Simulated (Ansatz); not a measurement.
# GdSe (rocksalt): one cell, many starting occupations (series 2), part 2 of 3

Task: map the metastable states of GdSe (rocksalt) by varying the start. Cell and atoms stay fixed. The start comes from a prototype table, not from a measured structure.

Ansatz 0.2.0; DFT LDA+U (U_eff = 5 eV on Gd f), plane waves, PAW, no spin–orbit coupling unless a run says so.

**3. Random orbitals: single harmonics, second filling**

Contents of input.yaml:

```yaml
crystal:
  lattice:
    - [0.0, 2.88550036, 2.88550036]
    - [5.77100072, 2.88550036, 2.88550036]
    - [5.77100072, 5.77100072, 0.0]
  atoms:
    - { symbol: Gd, position: [0.5, 0.5, 0.0], spin: 5.0, spin_axis: [1.0, 0.0, 0.0] }
    - { symbol: Se, position: [0.0, 0.0, 0.0] }
    - { symbol: Gd, position: [0.5, 0.5, 0.5], spin: 5.0, spin_axis: [-1.0, 0.0, 0.0] }
    - { symbol: Se, position: [0.0, 0.0, 0.5] }
basis:
  ecutwfc: 420
  ecutrho_ratio: 4
kpoints:
  mp_grid: { grid: [6, 6, 6] }
hamiltonian:
  xc: lda
  hubbard:
    sites:
      - { site: 0, l: f, u_eff: 5.0, starting_ns: [{ occupation_matrix: s0 }] }
      - { site: 2, l: f, u_eff: 5.0, starting_ns: [{ occupation_matrix: s2 }] }
    occupation_matrices:
      s0:
        spinor_matrix:
          - [[0.495, 0.0], [0.0, 0.0], [0.0, 0.0], [0.0, 0.0], [0.0, 0.0], [0.0, 0.0], [0.0, 0.0], [0.475, 0.0], [0.0, 0.0], [0.0, 0.0], [0.0, 0.0], [0.0, 0.0], [0.0, 0.0], [0.0, 0.0]]
          - [[0.0, 0.0], [0.495, 0.0], [0.0, 0.0], [0.0, 0.0], [0.0, 0.0], [0.0, 0.0], [0.0, 0.0], [0.0, 0.0], [0.475, 0.0], [0.0, 0.0], [0.0, 0.0], [0.0, 0.0], [0.0, 0.0], [0.0, 0.0]]
          - [[0.0, 0.0], [0.0, 0.0], [0.02, 0.0], [0.0, 0.0], [0.0, 0.0], [0.0, 0.0], [0.0, 0.0], [0.0, 0.0], [0.0, 0.0], [0.0, 0.0], [0.0, 0.0], [0.0, 0.0], [0.0, 0.0], [0.0, 0.0]]
          - [[0.0, 0.0], [0.0, 0.0], [0.0, 0.0], [0.495, 0.0], [0.0, 0.0], [0.0, 0.0], [0.0, 0.0], [0.0, 0.0], [0.0, 0.0], [0.0, 0.0], [0.475, 0.0], [0.0, 0.0], [0.0, 0.0], [0.0, 0.0]]
          - [[0.0, 0.0], [0.0, 0.0], [0.0, 0.0], [0.0, 0.0], [0.495, 0.0], [0.0, 0.0], [0.0, 0.0], [0.0, 0.0], [0.0, 0.0], [0.0, 0.0], [0.0, 0.0], [0.475, 0.0], [0.0, 0.0], [0.0, 0.0]]
          - [[0.0, 0.0], [0.0, 0.0], [0.0, 0.0], [0.0, 0.0], [0.0, 0.0], [0.495, 0.0], [0.0, 0.0], [0.0, 0.0], [0.0, 0.0], [0.0, 0.0], [0.0, 0.0], [0.0, 0.0], [0.475, 0.0], [0.0, 0.0]]
          - [[0.0, 0.0], [0.0, 0.0], [0.0, 0.0], [0.0, 0.0], [0.0, 0.0], [0.0, 0.0], [0.97, 0.0], [0.0, 0.0], [0.0, 0.0], [0.0, 0.0], [0.0, 0.0], [0.0, 0.0], [0.0, 0.0], [0.0, 0.0]]
          - [[0.475, 0.0], [0.0, 0.0], [0.0, 0.0], [0.0, 0.0], [0.0, 0.0], [0.0, 0.0], [0.0, 0.0], [0.495, 0.0], [0.0, 0.0], [0.0, 0.0], [0.0, 0.0], [0.0, 0.0], [0.0, 0.0], [0.0, 0.0]]
          - [[0.0, 0.0], [0.475, 0.0], [0.0, 0.0], [0.0, 0.0], [0.0, 0.0], [0.0, 0.0], [0.0, 0.0], [0.0, 0.0], [0.495, 0.0], [0.0, 0.0], [0.0, 0.0], [0.0, 0.0], [0.0, 0.0], [0.0, 0.0]]
          - [[0.0, 0.0], [0.0, 0.0], [0.0, 0.0], [0.0, 0.0], [0.0, 0.0], [0.0, 0.0], [0.0, 0.0], [0.0, 0.0], [0.0, 0.0], [0.02, 0.0], [0.0, 0.0], [0.0, 0.0], [0.0, 0.0], [0.0, 0.0]]
          - [[0.0, 0.0], [0.0, 0.0], [0.0, 0.0], [0.475, 0.0], [0.0, 0.0], [0.0, 0.0], [0.0, 0.0], [0.0, 0.0], [0.0, 0.0], [0.0, 0.0], [0.495, 0.0], [0.0, 0.0], [0.0, 0.0], [0.0, 0.0]]
          - [[0.0, 0.0], [0.0, 0.0], [0.0, 0.0], [0.0, 0.0], [0.475, 0.0], [0.0, 0.0], [0.0, 0.0], [0.0, 0.0], [0.0, 0.0], [0.0, 0.0], [0.0, 0.0], [0.495, 0.0], [0.0, 0.0], [0.0, 0.0]]
          - [[0.0, 0.0], [0.0, 0.0], [0.0, 0.0], [0.0, 0.0], [0.0, 0.0], [0.475, 0.0], [0.0, 0.0], [0.0, 0.0], [0.0, 0.0], [0.0, 0.0], [0.0, 0.0], [0.0, 0.0], [0.495, 0.0], [0.0, 0.0]]
          - [[0.0, 0.0], [0.0, 0.0], [0.0, 0.0], [0.0, 0.0], [0.0, 0.0], [0.0, 0.0], [0.0, 0.0], [0.0, 0.0], [0.0, 0.0], [0.0, 0.0], [0.0, 0.0], [0.0, 0.0], [0.0, 0.0], [0.97, 0.0]]
      s2:
        spinor_matrix:
          - [[0.495, 0.0], [0.0, 0.0], [0.0, 0.0], [0.0, 0.0], [0.0, 0.0], [0.0, 0.0], [0.0, 0.0], [-0.475, 0.0], [0.0, 0.0], [0.0, 0.0], [0.0, 0.0], [0.0, 0.0], [0.0, 0.0], [0.0, 0.0]]
          - [[0.0, 0.0], [0.495, 0.0], [0.0, 0.0], [0.0, 0.0], [0.0, 0.0], [0.0, 0.0], [0.0, 0.0], [0.0, 0.0], [-0.475, 0.0], [0.0, 0.0], [0.0, 0.0], [0.0, 0.0], [0.0, 0.0], [0.0, 0.0]]
          - [[0.0, 0.0], [0.0, 0.0], [0.02, 0.0], [0.0, 0.0], [0.0, 0.0], [0.0, 0.0], [0.0, 0.0], [0.0, 0.0], [0.0, 0.0], [0.0, 0.0], [0.0, 0.0], [0.0, 0.0], [0.0, 0.0], [0.0, 0.0]]
          - [[0.0, 0.0], [0.0, 0.0], [0.0, 0.0], [0.495, 0.0], [0.0, 0.0], [0.0, 0.0], [0.0, 0.0], [0.0, 0.0], [0.0, 0.0], [0.0, 0.0], [-0.475, 0.0], [0.0, 0.0], [0.0, 0.0], [0.0, 0.0]]
          - [[0.0, 0.0], [0.0, 0.0], [0.0, 0.0], [0.0, 0.0], [0.495, 0.0], [0.0, 0.0], [0.0, 0.0], [0.0, 0.0], [0.0, 0.0], [0.0, 0.0], [0.0, 0.0], [-0.475, 0.0], [0.0, 0.0], [0.0, 0.0]]
          - [[0.0, 0.0], [0.0, 0.0], [0.0, 0.0], [0.0, 0.0], [0.0, 0.0], [0.495, 0.0], [0.0, 0.0], [0.0, 0.0], [0.0, 0.0], [0.0, 0.0], [0.0, 0.0], [0.0, 0.0], [-0.475, 0.0], [0.0, 0.0]]
          - [[0.0, 0.0], [0.0, 0.0], [0.0, 0.0], [0.0, 0.0], [0.0, 0.0], [0.0, 0.0], [0.97, 0.0], [0.0, 0.0], [0.0, 0.0], [0.0, 0.0], [0.0, 0.0], [0.0, 0.0], [0.0, 0.0], [0.0, 0.0]]
          - [[-0.475, 0.0], [0.0, 0.0], [0.0, 0.0], [0.0, 0.0], [0.0, 0.0], [0.0, 0.0], [0.0, 0.0], [0.495, 0.0], [0.0, 0.0], [0.0, 0.0], [0.0, 0.0], [0.0, 0.0], [0.0, 0.0], [0.0, 0.0]]
          - [[0.0, 0.0], [-0.475, 0.0], [0.0, 0.0], [0.0, 0.0], [0.0, 0.0], [0.0, 0.0], [0.0, 0.0], [0.0, 0.0], [0.495, 0.0], [0.0, 0.0], [0.0, 0.0], [0.0, 0.0], [0.0, 0.0], [0.0, 0.0]]
          - [[0.0, 0.0], [0.0, 0.0], [0.0, 0.0], [0.0, 0.0], [0.0, 0.0], [0.0, 0.0], [0.0, 0.0], [0.0, 0.0], [0.0, 0.0], [0.02, 0.0], [0.0, 0.0], [0.0, 0.0], [0.0, 0.0], [0.0, 0.0]]
          - [[0.0, 0.0], [0.0, 0.0], [0.0, 0.0], [-0.475, 0.0], [0.0, 0.0], [0.0, 0.0], [0.0, 0.0], [0.0, 0.0], [0.0, 0.0], [0.0, 0.0], [0.495, 0.0], [0.0, 0.0], [0.0, 0.0], [0.0, 0.0]]
          - [[0.0, 0.0], [0.0, 0.0], [0.0, 0.0], [0.0, 0.0], [-0.475, 0.0], [0.0, 0.0], [0.0, 0.0], [0.0, 0.0], [0.0, 0.0], [0.0, 0.0], [0.0, 0.0], [0.495, 0.0], [0.0, 0.0], [0.0, 0.0]]
          - [[0.0, 0.0], [0.0, 0.0], [0.0, 0.0], [0.0, 0.0], [0.0, 0.0], [-0.475, 0.0], [0.0, 0.0], [0.0, 0.0], [0.0, 0.0], [0.0, 0.0], [0.0, 0.0], [0.0, 0.0], [0.495, 0.0], [0.0, 0.0]]
          - [[0.0, 0.0], [0.0, 0.0], [0.0, 0.0], [0.0, 0.0], [0.0, 0.0], [0.0, 0.0], [0.0, 0.0], [0.0, 0.0], [0.0, 0.0], [0.0, 0.0], [0.0, 0.0], [0.0, 0.0], [0.0, 0.0], [0.97, 0.0]]
    ns_hold: { iters: 12 }
scf:
  occupations: { method: gaussian, width: 0.05 }
  lower_state_search: "off"
  max_iter: 150
output:
  forces: true
  stress: true
  eigenvalues: true
  populations: true
  hubbard: { sites: [{ site: 0, l: f }, { site: 2, l: f }] }
magnetization:
  noncollinear: true
  spin_orbit: true
```

The typed matrices put 0.97 on the chosen orbitals and 0.02 on the others, and are held for 12 cycles. This run includes spin–orbit coupling.

On the command line:

```sh
ansatz run input.yaml --threads 4 --pin off --max-ram 6144MiB --backend cpu --events-out ev --progress --plain --runs-dir out
```

Output:

```text
Warning: crystal.symmetry: narrowed to the stabiliser of the occupation matrices — unitary ops 16 → 8, anti-unitary 16 → 8; lowered by the specified shells (site 0, l: f), (site 2, l: f); largest admitted image defect 4.4e-16, smallest excluded 4.8e-1 — at a splitting's scale: the group the occupation matrices' own texture admits
[... 1 line left out ...]
Warning: RAYON_NUM_THREADS=4 ignored (pool sized by the plan → 4); use --threads N
basis.fft_grid_basis auto: the FFT boxes are laid along the combinations [[1, 0, 0], [0, 1, -1], [-1, 1, 0]] of the cell's own vectors, 4.081, 4.081 and 5.771 Å long. The dense box has 30×30×40 points. Along the cell's own vectors, as sized, it would have 30×48×60, 2.40 times as many. basis.fft_grid_basis: typed keeps the cell's own vectors: state it where this run's energies or levels are differenced outside the engine with another run's, or held beside a run that keeps those vectors.
Gd: projections on atomic orbitals take those of the free atom [Kr 4d10] 4f7 5s2 5p6 5d1 6s2, of charge +0.00 (hamiltonian.pseudopotentials.projection_atoms); the dataset's partial waves leave at most 3.2e-4 of an orbital's norm unspanned inside its sphere
Se: projections on atomic orbitals take those of the free atom [Ar] 3d10 4s2 4p4, of charge +0.00 (hamiltonian.pseudopotentials.projection_atoms); the dataset's partial waves leave at most 1.8e-9 of an orbital's norm unspanned inside its sphere
band count auto-derived: 92, from the close of a first SCF at 82 (N_el = 68.0; filled up to band 68; 82 by the electrons, moments and atoms)
Engine: ansatz 0.2.0, aarch64-unknown-linux-gnu
Pseudopotentials: kind: paw_fr
Pseudopotential: Gd, paw_fr, valence charge 18, recommended cutoff 420 eV (normal), Gd.paw.azcp#standard-fr
Pseudopotential: Se, paw_fr, valence charge 16, recommended cutoff 420 eV (normal), Se.paw.azcp#standard-fr
Functional definition: SPW92
  exchange = slater_x
  correlation = pw_c
Crystal: 4 atoms, lattice volume = 96.100 Å³
Basis set: ecut = 420 eV, 1875 PW (Γ), FFT grids on a1, a2−a3, −a1+a2
Bands: 82, of which v1, the nominal top of the filled ones, is band 68 counted from 1 (67 counted from 0)
Symmetry: 8 space group operations + 8 with time reversal
k-points: 52 of 216
Projection manifold: j_resolved (fully-relativistic pseudo-atomic orbitals)
Non-local potential: Gd, projectors of the file, l = 0: 3, l = 1: 4, l = 2: 4, l = 3: 6
Non-local potential: Se, projectors of the file, l = 0: 2, l = 1: 4, l = 2: 6, l = 3: 2
PAW form: soft (Blöchl's): semilocal exchange-correlation on the pseudo side does not see the compensation charge
PAW frozen core: Gd, regenerated for the run's functional, and the local potential with it (the file was generated under x = pbe(κ = 0.804, μ = 0.2195149727645171), c = pbe(β = 0.06672455060314922))
PAW frozen core: Se, regenerated for the run's functional, and the local potential with it (the file was generated under x = pbe(κ = 0.804, μ = 0.2195149727645171), c = pbe(β = 0.06672455060314922))
PAW one-centre angular grid: Gd, 590 points (default); XC on 64 Gauss nodes
PAW one-centre angular grid: Se, 590 points (default); XC on 64 Gauss nodes
Initial density: superposition of atomic densities (chi_scale 0.1, normalization cell, long waves kept (reshape's long-wave potential 0.00 eV rms))
Starting moments: Σ|m| = 10 μB on 2 of 4 sites
Initial wavefunctions: pseudopotential atomic-orbital guess
Functional: x = slater, c = lda
SCF iter   1: F=—  HF=-29043.963798 eV  |F-HF|=—  |Δ(HF+E_count)|=         —  Δρ=4.29e-1  dr2=2.91e1  dr2_m=4.06e1  ethr=3.10e-3  |M|=1.52e-16 ∫|m|=1.22e1 μB  |m|>n=0.0e0 m-floor=3.2e-3 τ_xc=0.0e0  β_m=1.00  ⟨swp⟩=5.0  Hψ=17530  notcnv=0
preconditioner: auto → Kerker (q_TF=auto, 2.575 Å⁻¹)  [metal: Δε(μ)=0.066 eV  Ē_g=10.177 eV  σ=0.050 eV  W_gap=0.48  n_scr=28 (ndim 8)  ℏωp=25.1 eV  f_vac=0.000  D(μ)=0.36/eV (n_scr^D=0)]
spin=Noncollinear: Kerker preconditioning applied to the charge; magnetization (m_x, m_y, m_z) channels mix plain (no charge-response kernel on spin).
[... 64 lines left out ...]
SCF 2 converged in 2 iterations: F = -29047.250249 eV  dr2 = 2.21e-9
SCF converged after 28 iterations (26 of them on 82 bands)
Magnetization: |M| = 0.0000 μB,  M = (-0.0000, -0.0000, -0.0000) μB
Absolute magnetization: 14.2627 μB (∫|m|, with the PAW one-centre terms)
  site 0: m = (+6.9791, +0.0000, -0.0000) μB, |m| = 6.9791 μB  (R = 1.19 Å)
  site 1: m = (+0.0103, +0.0000, -0.0000) μB, |m| = 0.0103 μB  (R = 1.19 Å)
  site 2: m = (-6.9791, -0.0000, +0.0000) μB, |m| = 6.9791 μB  (R = 1.19 Å)
  site 3: m = (-0.0103, +0.0000, +0.0000) μB, |m| = 0.0103 μB  (R = 1.19 Å)
Free energy (F): -29047.250249 eV
Harris-Foulkes:  -29047.250249 eV  (|F-HF|=3.83e-9)
Internal energy: -29047.248032 eV  (E = F + TS)
E sigma→0 (E₀):  -29047.249140 eV
Entropy (-TS):   -0.002217 eV (-0.554 meV/atom)
Fermi energy:    14.117132 eV
--- Per-component energies (eV) ---
  E_band       = -699.613726
  E_kinetic    = 1056.018707
  E_local      = -8324.439803  (includes V_loc(G=0)·N_el)
  E_nonlocal   = -594.437354
  E_hartree    = 3847.004399
  E_xc         = -675.688398
  E_vxc        = -709.801516  (∫ρ·V_xc dr)
  E_hubbard    = 0.263043  (on-site DFT+U / exact-exchange correction)
  E_vhub       = -34.702291  (the Hubbard potential's part of the band-sum identity)
  E_paw        = -16161.575746  (= ΣΔE_a)
  E_vpaw       = 213.740430  (= ΣTr[D̂ρ^β])
  E_aug_tail   = -0.001242  (compensation charges beyond the density's cutoff)
  E_ewald      = -8201.399636
  E_core_change = 7.007999  (= ΣΔE_core)
  E_smearing   = -0.002217  (= −TS)
  E_closure    = -0.000000  (closes the sum)
  Σ components = -29047.250249   (vs F -29047.250249, Δ=0.00e0)
--- Hubbard shell moments (per corrected site; Tr N, ν in electrons; μ in μ_B) ---
  shell 0: Tr N=7.0457  μ_S=(+6.8966, -0.0000, +0.0000)  μ_L=(+0.0347, +0.0000, +0.0000)  μ=(+6.9312, +0.0000, +0.0000)  ν=0.2231 along (+1.000, +0.000, -0.000)
  shell 1: Tr N=7.0457  μ_S=(-6.8966, -0.0000, -0.0000)  μ_L=(-0.0347, -0.0000, +0.0000)  μ=(-6.9312, -0.0000, -0.0000)  ν=0.2231 along (-1.000, -0.000, -0.000)
--- Specified on-site occupations, and those of the state reported ---
  electrons in the specified blocks: 13.8600 specified, 14.0913 found
  site 0 (l=f): largest change of an orbital's occupation 0.9795; electrons 6.9300 specified, 7.0457 found; spectral distance 0.0855
  site 2 (l=f): largest change of an orbital's occupation 0.9795; electrons 6.9300 specified, 7.0457 found; spectral distance 0.0855
--- Forces (eV/Å), atoms counted from 1 ---
  atom   1  Gd     0.00000000     0.00000000     0.00000000
  atom   2  Se     0.00000000     0.00000000     0.00000000
  atom   3  Gd     0.00000000     0.00000000     0.00000000
  atom   4  Se     0.00000000     0.00000000     0.00000000
  max |Σ_I F_I| component: 1.63e-19 eV/Å
--- Stress (GPa, compression-positive) ---
       -3.234600       0.000000       0.000000
        0.000000      -3.364524       0.000000
        0.000000       0.000000      -3.364562
  P = ⅓ Tr σ = -3.3212 GPa (-33.212 kbar)
--- Band table (eV; the first three rows and the last of 52) ---
[... 4 lines left out ...]
Occupation matrices written to <dir>
--- Löwdin populations: 4 sites ---
  site symbol       q [e]
     0     Gd     17.7869
     1     Se     16.1553
     2     Gd     17.7869
     3     Se     16.1553
  spilling = 0.001701 (of n_electrons = 68.000000)
--- Occupation matrices: 2 shells (run DFT+U table (all-electron-ortho-atomic); ε = 2.85e-3) ---
  Gd0 f_4F: site group Oh (m-3m); on the run's cell D4h (4/mmm)
  Gd0 f_4F spinor Tr n = 7.0457  λ = 0.003 0.004 0.005 0.006 0.009 0.011 0.011 0.999 0.999 0.999 1.000 1.000 1.000 1.000  [4× xyz 0.25 (T2u 0.73) G3/2u(0.50)/E3/2u(0.75) | 3× z3 0.32 (T1u 0.97) G3/2u(0.65)/E1/2u(0.67) | 7× yz2 0.14 (T2u 0.43) G3/2u(0.58)/E3/2u(0.57)]
  specified occupation → Gd0 f_4F spinor: matrix, ‖Δ‖_F = 1.3882, Tr Δ = -0.1157, displaced = 1.3097, d_λ = 0.0855; orbital distance = 1.4280
  Gd2 f_4F: site group Oh (m-3m); on the run's cell D4h (4/mmm)
  Gd2 f_4F spinor Tr n = 7.0457  λ = 0.003 0.004 0.005 0.006 0.009 0.011 0.011 0.999 0.999 0.999 1.000 1.000 1.000 1.000  [4× xyz 0.25 (T2u 0.73) G3/2u(0.50)/E3/2u(0.75) | 3× z3 0.32 (T1u 0.97) G3/2u(0.65)/E1/2u(0.67) | 7× yz2 0.14 (T2u 0.43) G3/2u(0.58)/E3/2u(0.57)]
  specified occupation → Gd2 f_4F spinor: matrix, ‖Δ‖_F = 1.3882, Tr Δ = -0.1157, displaced = 1.3097, d_λ = 0.0855; orbital distance = 1.4280
  Tr n, λ and their labels are of the run-group-symmetrised matrices; stabiliser: 32 of 64 elements of G0×{1,Θ} (closed), max defect 7.4e-6 at τ = 6.1e-4
```

Wall time 3.5 min (4 threads of Arm Neoverse V1, shared host); peak memory 1.8 GiB.

It ends with no gap, pressure -3.3 GPa, moments in spheres Gd1 (6.98, 0.00, 0.00); Gd3 (-6.98, 0.00, 0.00) μB, largest force component 0.00 eV/Å, 8 symmetry operations imposed. The program reports that the typed filling wasn't kept.

How the shells are filled (orbitals counted by the eigenvalues of the occupation matrices):

| shell | channel | electrons | over 0.8 | 0.2 to 0.8 | under 0.2 |
| --- | --- | --- | --- | --- | --- |
| Gd 4f (atom 1) | both spins | 7.05 | 7 | 0 | 7 |

Spin moments on the atoms, as numbers:

| atom | x (μB) | y (μB) | z (μB) |
| --- | --- | --- | --- |
| Gd1 | 6.98 | 0.00 | 0.00 |
| Gd3 | -6.98 | 0.00 | 0.00 |

(Continued in part 3 of 3.)
